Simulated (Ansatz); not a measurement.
# C3H9GaGe: how energies converge with the basis set

How large a basis does C3H9GaGe need? Two functionals are run in growing sets.

Program: Ansatz 0.2.0, Gaussian basis. Level of theory: one geometry, several basis sets. These are calculated values, not measurements.

The runs, in order: PBE0-D4/def2-SVP; ωB97M-V/def2-SVP; PBE0-D4/def2-QZVPP; ωB97M-V/def2-QZVPP; the functionals' def2-TZVPP values are taken from earlier runs.

## 1. Structure used throughout

The geometry comes from an earlier relaxation with PBE0-D4 in a triple-zeta def2 set; it is a stationary point, not always the lowest conformer.

SMILES `[GaH2][C]1([GeH3])CC1`, 14 atoms, charge 0, spin multiplicity 1.

Atoms are counted from 1 here; the program's logs count them from 0.

Bond lengths: Ga1–C2 1.949 Å, Ga1–H6 1.570 Å, Ga1–H7 1.575 Å, C2–Ge3 1.937 Å, C2–C4 1.523 Å, C2–C5 1.523 Å, Ge3–H8 1.541 Å, Ge3–H9 1.545 Å, Ge3–H10 1.541 Å, C4–C5 1.481 Å, C4–H11 1.085 Å, C4–H12 1.085 Å, C5–H13 1.085 Å, C5–H14 1.085 Å. Angles: C2–Ga1–H6 122.3°, C2–Ga1–H7 116.3°, H6–Ga1–H7 121.4°, Ga1–C2–Ge3 119.0°, Ga1–C2–C4 116.1°, Ga1–C2–C5 116.1°, Ge3–C2–C4 116.5°, Ge3–C2–C5 116.5°, C4–C2–C5 58.2°, C2–Ge3–H8 110.9°, C2–Ge3–H9 108.9°, C2–Ge3–H10 110.9°, H8–Ge3–H9 108.8°, H8–Ge3–H10 108.4°, H9–Ge3–H10 108.8°, C2–C4–C5 60.9°, C2–C4–H11 117.7°, C2–C4–H12 118.6° and more.

## 2. PBE0-D4 in def2-SVP

File in.yaml:

```yaml
crystal:
  periodic: [false, false, false]
  atoms:
    - {symbol: Ga, position_ang: [-1.384366, 1.513349, -0.341850]}
    - {symbol: C, position_ang: [-0.088714, 0.090715, -0.030092]}
    - {symbol: Ge, position_ang: [0.894040, 0.065993, 1.639240]}
    - {symbol: C, position_ang: [-0.416492, -1.262595, -0.646899]}
    - {symbol: C, position_ang: [0.644440, -0.430126, -1.259155]}
    - {symbol: H, position_ang: [-1.660590, 2.642073, 0.713357]}
    - {symbol: H, position_ang: [-2.148009, 1.473423, -1.719320]}
    - {symbol: H, position_ang: [1.724542, 1.352815, 1.807005]}
    - {symbol: H, position_ang: [1.849583, -1.148067, 1.640297]}
    - {symbol: H, position_ang: [-0.064429, -0.054405, 2.839505]}
    - {symbol: H, position_ang: [-0.114960, -2.151724, -0.102409]}
    - {symbol: H, position_ang: [-1.352353, -1.376210, -1.184368]}
    - {symbol: H, position_ang: [0.442342, 0.032171, -2.219908]}
    - {symbol: H, position_ang: [1.674945, -0.747401, -1.135402]}
basis:
  gaussian: {orbitals: def2-SVP}
hamiltonian: {xc: pbe0, dispersion: d4}
output: {orbitals: {seedname: orbitals}}
```

On the command line:

```
$ ansatz run in.yaml --threads 2 --pin off --events-out ev --progress --plain --max-ram 32768MiB --backend cpu
```

After this run come: ωB97M-V in def2-SVP; PBE0-D4 in def2-QZVPP; ωB97M-V in def2-QZVPP.

**Question.** What will the summary of the whole plan be? Wanted: PBE0-D4: double and triple zeta above quadruple; ωB97M-V: double and triple zeta above quadruple.

The runs gave:

| quantity | value |
| --- | --- |
| PBE0-D4: double and triple zeta above quadruple | 19.85, 2.59 eV |
| ωB97M-V: double and triple zeta above quadruple | 19.95, 2.52 eV |

In words: PBE0-D4 gains 17.26 eV from double to triple zeta, then 2.59 eV more. These are total energies; as a rule much of such shifts cancels in differences, which this series doesn't test.
